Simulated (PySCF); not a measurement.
# AsH6PSi: NMR shifts at several levels of theory, part 2 of 2

PySCF 2.14.0. Atoms count from 0. Earlier steps stand in the parts before.

## Step 10: Shielding tensors: PBE0/STO-3G

What the job is given:

```
{"job": {"kind": "nmr", "xc": "PBE0", "basis": "STO-3G", "pop": true}, "charge": 0, "multiplicity": 1}
P     -1.761054     0.549142    -0.609054
Si     0.056758    -0.485835     0.263823
As     1.956051     0.566180    -0.692389
H     -2.674459    -0.042237     0.317123
H     -1.580725     1.724337     0.184797
H      0.082615    -0.486574     1.759655
H      0.036445    -1.903054    -0.211388
H      2.896593    -0.086205     0.317262
H      1.775746     1.799609     0.189362
```

Method: GIAO PBE0/STO-3G NMR shielding, non-relativistic, gas phase.

What it wrote:

```text
coarse grid: 34992 points
cycle   1  E = -2837.2380771765  dE = -3.102e+00  |g| = 5.255e-01  |ddm| = 3.278e+00
cycle   2  E = -2837.2991113018  dE = -6.103e-02  |g| = 4.014e-01  |ddm| = 1.943e+00
cycle   3  E = -2837.3774917299  dE = -7.838e-02  |g| = 4.541e-02  |ddm| = 9.154e-01
cycle   4  E = -2837.3783730626  dE = -8.813e-04  |g| = 1.110e-02  |ddm| = 1.123e-01
cycle   5  E = -2837.3784281961  dE = -5.513e-05  |g| = 8.491e-04  |ddm| = 2.301e-02
cycle   6  E = -2837.3784285896  dE = -3.935e-07  |g| = 2.134e-04  |ddm| = 2.439e-03
final grid: 69160 points
cycle   7  E = -2837.3782984916  dE = -1.451e-08  |g| = 1.617e-04  |ddm| = 7.822e-04
cycle   8  E = -2837.3782984972  dE = -5.535e-09  |g| = 1.178e-04  |ddm| = 5.332e-04
cycle   9  E = -2837.3782985033  dE = -6.172e-09  |g| = 6.106e-06  |ddm| = 2.270e-04
cycle  10  E = -2837.3782985034  dE = -1.864e-11  |g| = 9.744e-07  |ddm| = 1.397e-05
converged SCF energy = -2837.3782985034

GIAO shielding tensors (ppm)
atom      isotropic    diamagn.    paramagn.     s11        s22        s33       span
  0 P      731.921     954.967    -223.047    693.388    716.117    786.256     92.868
  1 Si     553.397     871.883    -318.486    521.558    541.623    597.010     75.452
  2 As    2513.776    2854.237    -340.462   2460.344   2470.508   2610.475    150.132
  3 H       32.469      31.664       0.805     27.004     29.271     41.131     14.127
  4 H       32.546      32.760      -0.214     26.731     31.029     39.877     13.146
  5 H       30.866      33.085      -2.220     26.683     28.400     37.515     10.832
  6 H       30.817      31.913      -1.095     26.678     28.242     37.533     10.855
  7 H       32.211      31.526       0.685     24.878     26.956     44.798     19.920
  8 H       32.297      32.661      -0.364     24.717     28.154     44.019     19.302
```

It took 5.2 s on 1 thread of Arm Neoverse N1, shared host.

In short: δ P0 -27.3, Si1 -35.8, As2 -52, H5 1.76, H7 0.35 ppm (means over like atoms).

## Step 11: Shielding tensors: PBE0/6-31G

Settings changed since step 10:

```diff
@@ -1,2 +1,2 @@
-{"job": {"kind": "nmr", "xc": "PBE0", "basis": "STO-3G", "pop": true}, "charge": 0, "multiplicity": 1}
+{"job": {"kind": "nmr", "xc": "PBE0", "basis": "6-31G", "pop": true}, "charge": 0, "multiplicity": 1}
 P     -1.761054     0.549142    -0.609054
```

With the program's defaults for keys left out, this is: GIAO PBE0/6-31G NMR shielding, non-relativistic, gas phase.

What it wrote:

```text
coarse grid: 34992 points
cycle   1  E = -2869.3043256561  dE = -7.847e-01  |g| = 2.430e-01  |ddm| = 2.708e+00
cycle   2  E = -2869.3037473059  dE =  5.784e-04  |g| = 2.628e-01  |ddm| = 9.027e-01
cycle   3  E = -2869.3242431389  dE = -2.050e-02  |g| = 1.160e-02  |ddm| = 4.611e-01
cycle   4  E = -2869.3242978327  dE = -5.469e-05  |g| = 3.808e-03  |ddm| = 3.540e-02
cycle   5  E = -2869.3243050467  dE = -7.214e-06  |g| = 1.360e-03  |ddm| = 1.203e-02
final grid: 69160 points
cycle   6  E = -2869.3242446253  dE = -1.494e-07  |g| = 1.248e-03  |ddm| = 4.718e-03
cycle   7  E = -2869.3242446809  dE = -5.559e-08  |g| = 1.189e-03  |ddm| = 4.267e-03
cycle   8  E = -2869.3242451874  dE = -5.064e-07  |g| = 6.290e-05  |ddm| = 2.097e-03
cycle   9  E = -2869.3242451891  dE = -1.693e-09  |g| = 8.961e-06  |ddm| = 1.392e-04
cycle  10  E = -2869.3242451891  dE = -1.228e-11  |g| = 1.369e-06  |ddm| = 1.419e-05
converged SCF energy = -2869.3242451891

GIAO shielding tensors (ppm)
atom      isotropic    diamagn.    paramagn.     s11        s22        s33       span
  0 P      648.627     966.503    -317.876    597.745    624.164    723.971    126.226
  1 Si     476.010     881.380    -405.370    444.558    477.394    506.077     61.519
  2 As    2122.898    2872.727    -749.829   2029.553   2061.764   2277.379    247.826
  3 H       30.904      30.133       0.771     25.356     27.412     39.944     14.588
  4 H       31.320      30.423       0.897     25.615     29.635     38.710     13.095
  5 H       28.165      29.755      -1.590     23.499     26.359     34.637     11.138
  6 H       28.784      29.358      -0.574     24.900     26.364     35.088     10.188
  7 H       30.221      28.968       1.253     23.043     24.762     42.857     19.814
  8 H       30.558      29.226       1.333     23.302     26.429     41.944     18.642
```

It took 9.9 s on 1 thread of Arm Neoverse N1, shared host.

Key values: δ P0 -284.3, Si1 -31.3, As2 -47, H5 4.14, H7 2.22 ppm (means over like atoms).

## Step 12: Comparing the runs: NMR shifts

Shifts (ppm), means over like atoms, with basis size and wall time:

| run | H5 | H7 | H3 | P0 | Si1 | As2 | functions | time |
| --- | --- | --- | --- | --- | --- | --- | --- | --- |
| PBE0/pcSseg-2 | 4.75 | 2.11 | 1.90 | -289.3 | -51.3 | -23 | 233 | 39 s |
| mPW1PW91/pcSseg-2 | 4.72 | 2.10 | 1.89 | -286.5 | -49.9 | -24 | 233 | 40 s |
| WP04/pcSseg-2 | 4.16 | 1.71 | 1.58 | -237.8 | -33.1 | -25 | 233 | 41 s |
| B97-2/pcSseg-2 | 4.68 | 2.08 | 1.88 | -278.7 | -47.8 | -24 | 233 | 40 s |
| BHandHLYP/pcSseg-2 | 4.52 | 2.01 | 1.81 | -271.9 | -46.3 | -26 | 233 | 41 s |
| CAM-B3LYP/pcSseg-2 | 4.61 | 2.03 | 1.82 | -284.2 | -49.8 | -17 | 233 | 56 s |
| wB97X-D/pcSseg-2 | 4.62 | 2.04 | 1.85 | -289.2 | -52.3 | -30 | 233 | 56 s |
| LC-wPBE/pcSseg-2 | 4.50 | 2.03 | 1.81 | -303.5 | -55.6 | -44 | 233 | 64 s |
| PBE0/STO-3G | 1.76 | 0.35 | 0.10 | -27.3 | -35.8 | -52 | 42 | 5.2 s |
| PBE0/6-31G | 4.14 | 2.22 | 1.50 | -284.3 | -31.3 | -47 | 65 | 9.9 s |

## Step 13: Summary of results

This closing draws on all 2 parts.

| quantity | value |
| --- | --- |
| ¹H shifts against TMS (PBE0/pcSseg-2, means over atoms taken as alike) | 4.75, 2.11, 1.90 ppm |
| ³¹P shifts against H3PO4 (PBE0/pcSseg-2) | -289.3 ppm |
| ²⁹Si shifts against TMS (PBE0/pcSseg-2) | -51.3 ppm |
| ⁷⁵As shifts against AsH3 (PBE0/pcSseg-2) | -23 ppm |
| range of the shift of P0 | -303.5 to -27.3 ppm |
| property runs in this session | 10, of which 0 failed and 1 gave unsound results |

What this shows: Single values in the summary come from the first run of each kind that ended normally (PBE0/pcSseg-2), which need not be the best level. At PBE0/pcSseg-2: The widest tensor belongs to As2: span 256 ppm, with a paramagnetic part of -940 ppm. In ppm, P0 moves most: its shift spreads over 276.3 ppm, from -303.5 (LC-wPBE/pcSseg-2) to -27.3 (PBE0/STO-3G). A minimal basis is unusable for shieldings, so that end is no result. Spin-orbit coupling is left out, which matters for shieldings and couplings at and beside the heavy atoms.
